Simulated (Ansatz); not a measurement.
# C₂H₃BO: how energies converge with the basis set

An exercise on one series of results from a longer session: the logs are not shown, and one member is left open.

Method: one geometry, several basis sets; program: Ansatz 0.2.0, Gaussian basis.

Plan: PBE0-D4/def2-SVP; ωB97M-V/def2-SVP; PBE0-D4/def2-QZVPP; ωB97M-V/def2-QZVPP; the functionals' def2-TZVPP values are taken from earlier runs.

## Structure used throughout

All runs share one geometry, relaxed beforehand with PBE0-D4 in a triple-zeta def2 set.

SMILES `BC=C=O`, 7 atoms, charge 0, spin multiplicity 1.

Atoms are counted from 1 here; the program's logs count them from 0.

Bond lengths: B1–C2 1.505 Å, B1–H5 1.194 Å, B1–H6 1.196 Å, C2–C3 1.325 Å, C2–H7 1.084 Å, C3–O4 1.146 Å. Angles: C2–B1–H5 119.4°, C2–B1–H6 119.9°, H5–B1–H6 120.6°, B1–C2–C3 116.0°, B1–C2–H7 126.5°, C3–C2–H7 117.5°, C2–C3–O4 177.7°.

The first run:

Input file in.yaml:

```yaml
crystal:
  periodic: [false, false, false]
  atoms:
    - {symbol: B, position_ang: [-0.654561, 0.819084, -0.198703]}
    - {symbol: C, position_ang: [0.512620, -0.121594, -0.333487]}
    - {symbol: C, position_ang: [0.559495, -1.119069, 0.537767]}
    - {symbol: O, position_ang: [0.560963, -1.966090, 1.310257]}
    - {symbol: H, position_ang: [-0.756510, 1.739612, -0.952762]}
    - {symbol: H, position_ang: [-1.468882, 0.640166, 0.658296]}
    - {symbol: H, position_ang: [1.307976, -0.060108, -1.067066]}
basis:
  gaussian: {orbitals: def2-SVP}
hamiltonian: {xc: pbe0, dispersion: d4}
output: {orbitals: {seedname: orbitals}}
```

On the command line:

```sh
$ ansatz run in.yaml --threads 2 --pin off --events-out ev --progress --plain --max-ram 4352MiB
```

Steps of the session up to this table: PBE0-D4 in def2-SVP; ωB97M-V in def2-SVP; PBE0-D4 in def2-QZVPP; ωB97M-V in def2-QZVPP.

One of the session's tables, all rows but one given; the rest of the session is left out.

It belongs to the step «Functionals by basis». 

```
functional       basis  HOMO (eV)
   PBE0-D4    def2-SVP      -7.94
   PBE0-D4  def2-TZVPP      -7.99
   PBE0-D4  def2-QZVPP      -8.01
   ωB97M-V    def2-SVP     -10.06
   ωB97M-V  def2-TZVPP     -10.15
   ωB97M-V  def2-QZVPP          ?
```

**Question.** Estimate the row for ωB97M-V, def2-QZVPP.

**Answer.** HOMO (eV): -10.16. In the column «HOMO (eV)» it is the lowest.
